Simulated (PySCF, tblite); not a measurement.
**C3H7N3Si: geometry, infrared bands and NMR shifts**

What infrared bands and NMR shifts should C3H7N3Si (`Cc1cn([SiH3])nn1`) show?

The runs use tblite 0.8.0 and PySCF 2.14.0, with density-fitted response routines of our own; the level of theory stands in each step. All values are computed, except where a source is named. Atoms are numbered from 0 throughout.

## 1. The molecule as given

14 atoms, charge 0, multiplicity 1; geometry from: force field or distance geometry start.

Bonds of the start (Å): C0–C1 1.51, C1–C2 1.37, C2–N3 1.35, N3–Si4 1.80, N3–N5 1.33, N5–N6 1.33, N6–C1 1.36, C0–H7 1.11, C0–H8 1.09, C0–H9 1.12, C2–H10 1.08, Si4–H11 1.47, Si4–H12 1.48, Si4–H13 1.45.

## 2. Geometry optimisation with GFN2-xTB

What the job is given:

```
{"job": {"kind": "relax", "xc": "GFN2-xTB", "basis": "xTB"}, "charge": 0, "multiplicity": 1}
C      2.610000     0.237300     0.629000
C      1.221000    -0.281000     0.321700
C      0.048800     0.407600     0.450000
N     -0.957700    -0.411700     0.076300
Si    -2.700600     0.019100     0.072500
N     -0.419700    -1.586100    -0.245000
N      0.905500    -1.528300    -0.105800
H      2.822500     1.148500     0.024800
H      3.387400    -0.484900     0.396800
H      2.576000     0.544400     1.702700
H     -0.003800     1.438100     0.774400
H     -3.437800    -0.885700    -0.827100
H     -2.891300     1.390000    -0.456600
H     -3.161000    -0.007800     1.444100
```

Started as:

```
OMP_NUM_THREADS=1 python probes_run.py task.json out
```

One launch serves the whole session: the jobs run in the order shown.

**Question.** This job is followed by: GFN2-xTB harmonic vibrations, gas phase; GIAO PBE0/pcSseg-1 NMR shielding, non-relativistic, gas phase. What will the session give for the following? strongest single infrared mode (GFN2-xTB); zero-point energy (GFN2-xTB); 13C shifts against TMS (PBE0/pcSseg-1); 1H shifts against TMS (PBE0/pcSseg-1, means over atoms taken as alike); 15N shifts against NH3 (PBE0/pcSseg-1); 29Si shifts against TMS (PBE0/pcSseg-1).

As calculated:

```
                                                              quantity                    value
                             strongest single infrared mode (GFN2-xTB)     792 cm⁻¹, 362 km/mol
                                          zero-point energy (GFN2-xTB)            61.6 kcal/mol
                                13C shifts against TMS (PBE0/pcSseg-1)   148.7, 131.7, 12.7 ppm
1H shifts against TMS (PBE0/pcSseg-1, means over atoms taken as alike)     7.54, 5.29, 2.68 ppm
                                15N shifts against NH3 (PBE0/pcSseg-1)  417.5, 399.8, 257.0 ppm
                               29Si shifts against TMS (PBE0/pcSseg-1)                -51.3 ppm
```

The optimisation took 46 steps and gained 0.323 eV; among the close pairs (by a distance rule), N5–N6 changed most, from 1.334 to 1.270 Å. The lowest mode is imaginary (22i cm⁻¹), so the xTB geometry is not a minimum. The strongest single mode, at 792 cm⁻¹, moves mainly H12 and H13. GFN2-xTB is a fitted tight-binding method: band positions and strengths are rough. Its intensities can rank the bands wrongly. NICS(1)zz of -33 ppm above the planar ring from C1 marks a diatropic (aromatic) ring current.
